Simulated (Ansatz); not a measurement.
I need a single point from an input written key by key of BGeH7Si2, SMILES [GeH3][SiH]1B[SiH2]1. Use the Python package of Ansatz (0.2.0). Use: MP2, def2-SVP basis, multiplicity 1.

```yaml
atoms:
  - { symbol: Ge, position_ang: [-1.2599, 1.3468, -0.4644] }
  - { symbol: Si, position_ang: [-0.5473, -0.6951, 0.1704] }
  - { symbol: B, position_ang: [1.0056, -0.5317, 1.3946] }
  - { symbol: Si, position_ang: [1.4281, -1.1187, -0.4986] }
  - { symbol: H, position_ang: [-2.1630, 1.2430, -1.7777] }
  - { symbol: H, position_ang: [-2.1677, 2.0170, 0.6594] }
  - { symbol: H, position_ang: [-0.0677, 2.3147, -0.7569] }
  - { symbol: H, position_ang: [-1.4375, -1.7505, 0.5335] }
  - { symbol: H, position_ang: [1.4749, -0.2507, 2.5168] }
  - { symbol: H, position_ang: [2.0597, -0.0877, -1.2362] }
  - { symbol: H, position_ang: [1.7403, -2.5442, -0.5203] }
```

`deck_bgeh7si2.py`:
```python
"""BGeH7Si2 through the session interface."""

import ansatz

DECK = """
crystal:
  periodic: [false, false, false]
  atoms:
    - { symbol: Ge, position_ang: [-1.2599, 1.3468, -0.4644] }
    - { symbol: Si, position_ang: [-0.5473, -0.6951, 0.1704] }
    - { symbol: B, position_ang: [1.0056, -0.5317, 1.3946] }
    - { symbol: Si, position_ang: [1.4281, -1.1187, -0.4986] }
    - { symbol: H, position_ang: [-2.163, 1.243, -1.7777] }
    - { symbol: H, position_ang: [-2.1677, 2.017, 0.6594] }
    - { symbol: H, position_ang: [-0.0677, 2.3147, -0.7569] }
    - { symbol: H, position_ang: [-1.4375, -1.7505, 0.5335] }
    - { symbol: H, position_ang: [1.4749, -0.2507, 2.5168] }
    - { symbol: H, position_ang: [2.0597, -0.0877, -1.2362] }
    - { symbol: H, position_ang: [1.7403, -2.5442, -0.5203] }
basis:
  gaussian: { orbitals: def2-SVP }
correlation:
  method: mp2
"""


def main() -> None:
    session = ansatz.Session.from_yaml(DECK)
    rep = session.plan(threads=1).execute().report

    for key in ("converged", "free_energy_ev", "reference_energy_ev", "n_frozen", "n_occupied", "n_virtual"):
        print(f"{key:22s} {rep[key]}")
    symbols = ["Ge", "Si", "B", "Si", "H", "H", "H", "H", "H", "H", "H"]
    parts = rep["correlation"]
    for name in ("random_phase", "coupled_cluster", "perturbative"):
        if name in parts:
            print(f"{name:16s} {parts[name]['energy']['hartree']:12.7f} Ha")
    if "second_order" in parts:
        pair = parts["second_order"]
        print(f"MP2 same spin {pair['same_spin']['hartree']:.7f} Ha, opposite spin {pair['opposite_spin']['hartree']:.7f} Ha")


if __name__ == "__main__":
    main()
```

`python deck_bgeh7si2.py` gives:
```text
converged              True
free_energy_ev         -72978.43398350092
reference_energy_ev    -72964.53955270209
n_frozen               20
n_occupied             [16, 16]
n_virtual              [81, 81]
MP2 same spin -0.1190330 Ha, opposite spin -0.3915780 Ha
```

Total energies depend on the basis set; only differences at equal settings carry meaning. The geometry is a force-field or estimated start, not a minimum of this method, and the basis set is short of its limit. It ran for 3.7 s on 1 thread of Arm Neoverse V1 (shared host), peak memory 0.28 GiB.
